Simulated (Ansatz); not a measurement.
**C₂H₅AlO: one species, many methods**

Aim: compute C₂H₅AlO with functionals from several rungs and with coupled cluster, and see how far each lands from CCSD(T) at the basis-set limit for the atomisation energy.

Program: Ansatz 0.2.0, Gaussian basis. Level of theory: functionals in def2-TZVPP, the program's frozen cores in correlated methods. These are calculated values, not measurements.

The runs, in order: LDA (SPW92), PBE-D4, revPBE-D4, BLYP-D4, r2SCAN-D4, B97M-V, PBE0-D4, B3LYP-D4, r2SCANh-D4, r2SCAN0-D4, HSE06-D4, BHLYP-D4, CAM-B3LYP-D4, LC-ωPBE, ωB97X-V, ωB97M-V, B2PLYP, PBE-QIDH; CCSD(T)/def2-SVP; CCSD(T)/def2-TZVPP; MP2/def2-QZVPP; extrapolation to the limit; RPA on PBE.

## 1. Structure used throughout

An earlier PBE0-D4 in a triple-zeta def2 set relaxation fixed the geometry.

SMILES `O/C=[CH]\[AlH2]`, 9 atoms, charge 0, spin multiplicity 1.

Atoms are counted from 1 here; the program's logs count them from 0.

Bond lengths: O1–C2 1.341 Å, O1–H5 0.969 Å, C2–C3 1.345 Å, C2–H6 1.088 Å, C3–Al4 1.913 Å, C3–H7 1.087 Å, Al4–H8 1.601 Å, Al4–H9 1.582 Å. Angles: C2–O1–H5 109.4°, O1–C2–C3 127.2°, O1–C2–H6 109.5°, C3–C2–H6 123.3°, C2–C3–Al4 123.5°, C2–C3–H7 113.9°, Al4–C3–H7 122.5°, C3–Al4–H8 115.1°, C3–Al4–H9 124.2°, H8–Al4–H9 120.7°.

## 2. LDA

This LDA is Slater exchange with PW92 correlation.

in.yaml

```yaml
crystal:
  periodic: [false, false, false]
  atoms:
    - {symbol: O, position_ang: [-0.118207, 1.665030, -0.840646]}
    - {symbol: C, position_ang: [0.517935, 1.185419, 0.237716]}
    - {symbol: C, position_ang: [0.492766, -0.076507, 0.700984]}
    - {symbol: Al, position_ang: [-0.499375, -1.487313, -0.127649]}
    - {symbol: H, position_ang: [-0.621216, 0.951695, -1.261743]}
    - {symbol: H, position_ang: [1.083706, 1.984972, 0.712333]}
    - {symbol: H, position_ang: [1.090077, -0.229629, 1.595990]}
    - {symbol: H, position_ang: [-1.316565, -1.062935, -1.437404]}
    - {symbol: H, position_ang: [-0.540521, -2.976832, 0.403319]}
basis:
  gaussian: {orbitals: def2-TZVPP}
hamiltonian: {xc: lda}
output: {orbitals: {seedname: orbitals}}
```

The run is started by

```
$ ansatz run in.yaml --threads 2 --pin off --events-out ev --progress --plain --max-ram 4352MiB
```

Further steps of the session: PBE-D4 (GGA); revPBE-D4 (GGA); BLYP-D4 (GGA); r2SCAN-D4 (meta-GGA); B97M-V (meta-GGA); B3LYP-D4 (hybrid); r2SCANh-D4 (hybrid); r2SCAN0-D4 (hybrid); HSE06-D4 (hybrid); BHLYP-D4 (hybrid); CAM-B3LYP-D4 (range-separated); LC-ωPBE (range-separated); ωB97X-V (range-separated); ωB97M-V (range-separated); B2PLYP (double hybrid); PBE-QIDH (double hybrid); CCSD(T) in def2-SVP; CCSD(T) in def2-TZVPP; MP2 in def2-QZVPP; RPA on PBE orbitals.

Before running them: what should the planned runs give, taken together? Wanted: atomisation energy, CCSD(T)/CBS; farthest beyond LDA; mean size of error, GGA; mean size of error, meta-GGA; mean size of error, hybrid; mean size of error, range-separated; mean size of error, double hybrid; gap, smallest and largest; T1 diagnostic.

**Answer**, as computed:

| quantity | value |
| --- | --- |
| atomisation energy, CCSD(T)/CBS | 3240.9 kJ/mol |
| functionals within 16.2 kJ/mol (0.5 %) | revPBE-D4, BLYP-D4, PBE0-D4, B3LYP-D4, r2SCANh-D4, HSE06-D4, CAM-B3LYP-D4, LC-ωPBE, ωB97X-V, ωB97M-V |
| farthest beyond LDA | BHLYP-D4 (-106.1 kJ/mol) |
| mean size of error, GGA | 27.7 kJ/mol |
| mean size of error, meta-GGA | 24.5 kJ/mol |
| mean size of error, hybrid | 27.1 kJ/mol |
| mean size of error, range-separated | 9.5 kJ/mol |
| mean size of error, double hybrid | 30.1 kJ/mol |
| gap, smallest and largest | 3.47 eV (LDA (SPW92)), 10.03 eV (LC-ωPBE) |
| T1 diagnostic | 0.0132 |
| triples share of the correlation energy | 4.0 % |

In words: The LDA atomisation energy is off by 480.4 kJ/mol (15 %): it overbinds. PBE-D4 misses by +68.7 kJ/mol. Double hybrids carry the basis error of their MP2 part in triple zeta, and no dispersion term here, so their miss is partly the set-up's. By mean error the best rung here is range-separated (9.5 kJ/mol) and the worst beyond LDA is double hybrid (30.1 kJ/mol). Misses under about 16.2 kJ/mol are within the doubt on the reference itself, which lacks core-valence correlation, relativity and higher excitations. Hartree-Fock recovers 72 % of the binding; the rest is correlation. CCSD(T) in def2-SVP is off by -163.2 kJ/mol, so the small basis spoils what the method gains. The gap grows from 3.5 to 10.0 eV across the functionals, mostly with the share of exact exchange.
